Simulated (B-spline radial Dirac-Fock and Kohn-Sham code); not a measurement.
# Core levels and X-ray properties of Ni²⁺, part 2 of 2

B-spline radial Dirac-Fock and Kohn-Sham code; calculated values. The steps go on from the part before.

## Step 6: Filling the vacancies

Model: independent-particle rates: relativistic LDA orbitals of the hole state, multipoles to L = 3 (length form), Coulomb Auger matrix elements with a Latter-tail continuum; energies from Dirac-Fock.

Recorded inputs:

```ini
task = decay
holes = ["K", "L1", "L2", "L3", "M1", "M2", "M3"]
```

Results of the run (chosen fields of its result record, rounded):

```text
{
  "status": "converged",
  "K": {
    "width_radiative": 0.56947,
    "width_radiative_velocity": 0.58815,
    "width_nonradiative": 0.79349,
    "coster_kronig": {},
    "radiative": [["L3", 7476.9, 0.33555], ["L2", 7459.8, 0.1718], ["M3", 8263.4, 0.041119], ["M2", 8261.2, 0.02095], ["M5", 8333.1, 2.9777e-05], ["M4", 8332.8, 2.0448e-05]],
    "auger": [["L2L3", 6503.3, 0.26005], ["L3L3", 6519.5, 0.14389], ["L1L3", 6375.2, 0.10586], ["L1L2", 6357.6, 0.058854], ["L1L1", 6211.5, 0.049997], ["L3M3", 7348.6, 0.032686]]
  },
  "L1": {
    "width_radiative": 0.0042081,
    "width_radiative_velocity": 0.0041339,
    "width_nonradiative": 7.1622,
    "coster_kronig": {"L2": 2.2781, "L3": 4.5018},
    "radiative": [["M3", 944.29, 0.002649], ["M2", 942.12, 0.001429], ["L3", 157.78, 8.9749e-05], ["L2", 140.68, 3.12e-05], ["M5", 1014.0, 5.4339e-06], ["M4", 1013.7, 3.6509e-06]],
    "auger": [["L3M5", 101.0, 1.5973], ["L3M3", 29.475, 1.2224], ["L3M4", 100.44, 1.1264], ["L2M5", 83.615, 0.76806], ["L2M3", 11.699, 0.60644], ["L3M2", 26.451, 0.55563]]
  },
  "L2": {
    "width_radiative": 0.0044161,
    "width_radiative_velocity": 0.0046009,
    "width_nonradiative": 0.53666,
    "coster_kronig": {},
    "radiative": [["M4", 873.03, 0.0041792], ["M1", 757.32, 0.00023635], ["M3", 803.61, 5.7285e-07], ["M5", 873.3, 1.4189e-09], ["L3", 17.099, 3.0926e-11], ["M2", 801.44, 5.4317e-12]],
    "auger": [["M2M3", 676.02, 0.12852], ["M4M5", 818.47, 0.11824], ["M2M5", 746.49, 0.07407], ["M3M4", 748.55, 0.044868], ["M1M2", 631.47, 0.042821], ["M2M4", 747.37, 0.038232]]
  },
  "L3": {
    "width_radiative": 0.0043612,
    "width_radiative_velocity": 0.0045319,
    "width_nonradiative": 0.55183,
    "coster_kronig": {},
    "radiative": [["M5", 856.2, 0.003695], ["M4", 855.93, 0.00041466], ["M1", 740.22, 0.00025094], ["M2", 784.34, 2.9099e-07], ["M3", 786.51, 2.8146e-07]],
    "auger": [["M3M3", 660.65, 0.10076], ["M4M5", 801.37, 0.09182], ["M3M5", 732.31, 0.085036], ["M2M3", 658.92, 0.069077], ["M5M5", 801.65, 0.062062], ["M3M4", 731.45, 0.057006]]
  },
  "M1": {
    "width_radiative": 3.6979e-05,
    "width_radiative_velocity": 2.7731e-05,
    "width_nonradiative": 0.21491,
    "coster_kronig": {"M4": 0.15985, "M5": 0.055056},
    "radiative": [["M3", 46.293, 2.5873e-05], ["M2", 44.124, 1.1085e-05], ["M5", 115.98, 1.2219e-08], ["M4", 115.71, 8.0171e-09]],
    "auger": [["M4M5", 61.151, 0.14709], ["M5M5", 61.431, 0.055056], ["M4M4", 60.872, 0.012757]]
  },
  "M2": {
    "width_radiative": 8.1806e-05,
    "width_radiative_velocity": 6.7074e-05,
    "width_nonradiative": 2.3593,
    "coster_kronig": {"M4": 2.3071, "M5": 0.052192},
    "radiative": [["M4", 71.586, 8.1806e-05], ["M5", 71.861, 1.433e-13], ["M3", 2.1688, 6.331e-14]],
    "auger": [["M4M5", 17.027, 1.9278], ["M4M4", 16.748, 0.37925], ["M5M5", 17.306, 0.052192]]
  },
  "M3": {
    "width_radiative": 7.6992e-05,
    "width_radiative_velocity": 6.254e-05,
    "width_nonradiative": 2.2638,
    "coster_kronig": {"M4": 1.3589, "M5": 0.90487},
    "radiative": [["M5", 69.692, 6.9392e-05], ["M4", 69.417, 7.6005e-06]],
    "auger": [["M4M5", 14.858, 1.3001], ["M5M5", 15.138, 0.90487], ["M4M4", 14.579, 0.058823]]
  }
}
```

All in eV. For each hole the six strongest lines (shell, energy, width) and Auger groups (final holes, energy, width) are shown.

Widths (eV), yields and lifetimes:

```
      hole  radiative  Auger  Coster-Kronig  total     yield  lifetime (fs)
    K (1s)      0.569  0.793              0   1.36     0.418          0.483
   L1 (2s)    0.00421  0.382           6.78   7.17  5.87e-04         0.0918
L2 (2p1/2)    0.00442  0.537              0  0.541   0.00816           1.22
L3 (2p3/2)    0.00436  0.552              0  0.556   0.00784           1.18
   M1 (3s)   3.70e-05      0          0.215  0.215  1.72e-04           3.06
M2 (3p1/2)   8.18e-05      0           2.36   2.36  3.47e-05          0.279
M3 (3p3/2)   7.70e-05      0           2.26   2.26  3.40e-05          0.291
```

Emission lines that fill the K hole:

```
Kα2 7459.8      51.2 ##########################
Kα1 7476.9       100 ################################
Kβ3 8261.2      6.24 ######
Kβ1 8263.4      12.3 #############
```
(bars on a logarithmic scale, % of the strongest)

## Step 7: Double vacancies and Auger multiplets

Model: Dirac-Fock average of configuration, Delta-SCF, finite nucleus, first-order Breit with its frequency dependence, self-energy and vacuum polarisation; two-hole levels by intermediate coupling within the shell, Auger rates as independent-particle Coulomb matrix elements.

Recorded inputs:

```ini
task = double
```

Results of the run (chosen fields of its result record, rounded):

```text
{
  "status": "converged",
  "single_binding [eV]": {"K": 8367.501, "L1": 1048.376, "L2": 907.696, "L3": 890.5966, "M1": 150.3784, "M2": 106.2543, "M3": 104.0854, "M4,5": 34.50342},
  "double_binding [eV]": {
    "KK": 17132.23,
    "KL2": 9376.813,
    "KL3": 9357.071,
    "KM2": 8502.606,
    "KM3": 8500.008,
    "L1L1": 2157.794,
    "L1L2": 2011.375,
    "L1L3": 1993.831,
    "L1M2": 1180.289,
    "L1M3": 1177.916,
    "L2L2": 1889.103,
    "L2L3": 1865.762,
    "L2M1": 1084.261,
    "L2M3": 1037.887,
    "L3L3": 1849.903,
    "L3M1": 1067.14,
    "L3M2": 1023.144,
    "M2M2": 236.2446,
    "M2M3": 232.3946,
    "M3M3": 230.6699
  },
  "kalpha_Ln [eV]": [
    [0, 7471.178, 7768.55],
    [1, 7502.662, 7801.165],
    [2, 7535.154, 7834.818],
    [3, 7568.693, 7869.536],
    [4, 7603.307, 7905.345],
    [5, 7639.021, 7942.263]
  ],
  "auger_lines [eV]": {
    "K-L123": [["L2L3", 2, 0.934803, 6496.74, 0.340082], ["L1L2", 1, 0.547028, 6334.9, 0.125901], ["L3L3", 2, 0.934803, 6522.23, 0.0444692], ["L1L1", 0, 0.983046, 6205.0, 0.0396232], ["L2L2", 0, 0.836721, 6474.33, 0.0305454], ["L1L3", 2, 1.0, 6384.05, 0.0178373]],
    "L2-M23": [["M2M3", 2, 0.84755, 673.533, 0.0817982], ["M2M3", 1, 1.0, 676.941, 0.0402716], ["M2M2", 0, 0.565292, 667.385, 0.0283693], ["M3M3", 0, 0.565292, 676.739, 0.00978713], ["M3M3", 2, 0.84755, 678.682, 0.00876801]],
    "L3-M23": [["M3M3", 2, 0.84755, 661.582, 0.0644679], ["M2M3", 2, 0.84755, 656.433, 0.0616349], ["M2M3", 1, 1.0, 659.841, 0.020857], ["M2M2", 0, 0.565292, 650.286, 0.0139324], ["M3M3", 0, 0.565292, 659.64, 0.0096305]]
  }
}
```

Auger rows: leading holes, J, purity, kinetic energy, width; the six strongest of each group. kalpha_Ln rows: L holes, Kα centroid, hypersatellite. Left out are hole states that did not converge, or in which two open shells of one symmetry are about equally filled, where the average of configuration falls too low.

Hole-hole repulsion U = E(ab) - E(a) - E(b), in eV:

```
holes   double  sum of singles      U
  K K  17132.2         16735.0  397.2
 K L2   9376.8          9275.2  101.6
 K L3   9357.1          9258.1  98.97
 K M2   8502.6          8473.8  28.85
 K M3   8500.0          8471.6  28.42
L1 L1   2157.8          2096.8  61.04
L1 L2   2011.4          1956.1  55.30
L1 L3   1993.8          1939.0  54.86
L1 M2   1180.3          1154.6  25.66
L1 M3   1177.9          1152.5  25.45
L2 L2   1889.1          1815.4  73.71
L2 L3   1865.8          1798.3  67.47
L2 M1   1084.3          1058.1  26.19
L2 M3   1037.9          1011.8  26.11
L3 L3   1849.9          1781.2  68.71
L3 M1   1067.1          1041.0  26.16
L3 M2   1023.1           996.9  26.29
M2 M2    236.2           212.5  23.74
M2 M3    232.4           210.3  22.05
M3 M3    230.7           208.2  22.50
```

## Step 8: The levels by non-relativistic HF

Model: non-relativistic Hartree-Fock, average of configuration, point nucleus.

Settings, as recorded:

```ini
task = binding-ladder
method = hf
relativity = nr
```

Results of the run (chosen fields of its result record, rounded):

```text
{
  "status": "converged",
  "shells": ["1s", "2s", "2p", "3s", "3p", "3d"],
  "minus_eigenvalue [eV]": [8335.97, 1051.1, 915.799, 152.265, 108.662, 38.3216],
  "delta_scf [eV]": [8292.15, 1030.1, 893.128, 147.348, 104.13, 34.7787],
  "total_energy [Ha]": -1505.97429
}
```

Against the Dirac-Fock value with Breit and QED (eV):

```
level      -ε   miss    ΔSCF   miss  Dirac-Fock
   1s  8336.0  -31.5  8292.1  -75.4      8367.5
   2s  1051.1   +2.7  1030.1  -18.3      1048.4
   2p   915.8  +19.5   893.1   -3.2       896.3
   3s   152.3   +1.9   147.3   -3.0       150.4
   3p   108.7   +3.9   104.1   -0.7       104.8
   3d   38.32   +3.8   34.78   +0.3       34.50
```

Spin-orbit partners are averaged with weights 2j + 1.

## Step 9: The levels by Dirac PBE

Model: Dirac-Kohn-Sham PBE, finite nucleus, spherical and without spin polarisation.

Settings, as recorded:

```ini
task = binding-ladder
method = pbe,pbe
relativity = dirac
```

Results of the run (chosen fields of its result record, rounded):

```text
{
  "status": "converged",
  "shells": ["K", "L1", "L2", "L3", "M1", "M2", "M3", "M4,5"],
  "minus_eigenvalue [eV]": [8230.02, 1000.88, 875.522, 858.034, 130.715, 92.5554, 90.3545, 28.3641],
  "delta_scf [eV]": [8399.55, 1027.26, 907.794, 889.682, 141.071, 102.71, 100.451, 37.4662],
  "total_energy [Ha]": -1519.59277,
  "dirac_fock_binding [eV]": [8367.5, 1048.38, 907.696, 890.597, 150.378, 106.254, 104.085, 34.5034]
}
```

Against the Dirac-Fock value with Breit and QED (eV):

```
level      -ε    miss    ΔSCF   miss  Dirac-Fock
    K  8230.0  -137.5  8399.6  +32.1      8367.5
   L1  1000.9   -47.5  1027.3  -21.1      1048.4
   L2   875.5   -32.2   907.8   +0.1       907.7
   L3   858.0   -32.6   889.7   -0.9       890.6
   M1   130.7   -19.7   141.1   -9.3       150.4
   M2   92.56   -13.7   102.7   -3.5       106.3
   M3   90.35   -13.7   100.5   -3.6       104.1
 M4,5   28.36    -6.1   37.47   +3.0       34.50
```

## Step 10: Methods side by side

| method | level | eigenvalue miss (%) | ΔSCF miss (%) | time |
| --- | --- | --- | --- | --- |
| Dirac LDA | K | -1.85 | +0.17 | 3.8 s |
| non-relativistic HF | 1s | -0.38 | -0.90 | 0.19 s |
| Dirac PBE | K | -1.64 | +0.38 | 4 s |
| Dirac-Fock + Breit + QED | all | - | reference | 4.4 s |

Times cover the ground state and all hole states of a step, on one thread of a shared host; states solved in an earlier step are reused, and a first call can include compiling.

## Step 11: Results

What follows sums up all 2 parts.

| quantity | value |
| --- | --- |
| rms radius of the electron cloud | 0.768 bohr |
| form factor halves at | 0.50 1/Å |
| Compton profile at zero | 3.900 1/a.u. |
| deepest level listed, K (1s) | 8367.5 eV |
| least bound, M4,5 (3d) | 34.50 eV |
| Kα1 | 7476.9 eV |
| ionisation energy, NIST (measured) | 35.1870 eV |
| Dirac LDA, K: eigenvalue / ΔSCF | 8213.0 / 8382.0 eV |
| total at 1486.9 eV | 427 kb |
| strongest subshell at 1486.9 eV | L3 (2p3/2), 201 kb, β = 1.46 |
| K hole: width, yield | 1.36 eV, 0.418 |
| its lifetime | 0.483 fs |
| its strongest line | Kα1 (K-L3), 7476.9 eV |
| largest U, K K | 397.2 eV |
| Kα hypersatellite shift | +297.4 eV |
| strongest line of K-L123 | L2L3, J = 2, 6496.7 eV |
| non-relativistic HF, 1s: eigenvalue / ΔSCF | 8336.0 / 8292.1 eV |
| Dirac PBE, K: eigenvalue / ΔSCF | 8230.0 / 8399.6 eV |

In words: f falls from 26 to half of that at s = 0.50 1/Å. Incoherent scattering outweighs coherent from 200 keV on, among the energies asked. Up to 2 1/Å f stays within 0.32 % of the table. For K (1s), relaxation takes off 44.6 eV, Breit terms shift it by -9.84 and QED by -4.63 eV. NIST's ionisation energy differs by +0.68 eV from the least binding energy; the calculation averages open shells over their j components and terms. Dirac LDA misses the K level by -1.8 % with its eigenvalue and by +0.2 % with ΔSCF, so total-energy differences mend most of the error. L3 (2p3/2) leads at 1486.9 eV with 47 % of the total, and the K shell holds 90 % at 148000 eV. Under 200 eV, coupling between channels can change such values by tens of per cent. With a yield of 0.42, electron emission is the main way out for the K hole, in 0.48 fs. Coster-Kronig decay rules L1, M1, M2 and M3, where this model's widths can be far from the measured ones. Two holes repel most in K K, by 397.2 eV, and least in M2 M3, by 22.05 eV. An empty K shell moves Kα up by 297 eV. In the K-L123 Auger group the L2L3 J = 2 line carries 54 % of the rate. Non-relativistic HF misses the 1s level by -0.4 % with its eigenvalue and by -0.9 % with ΔSCF. Dirac PBE misses the K level by -1.6 % with its eigenvalue and by +0.4 % with ΔSCF, so total-energy differences mend most of the error. The Hartree-Fock and Dirac-Fock values hold no electron correlation.
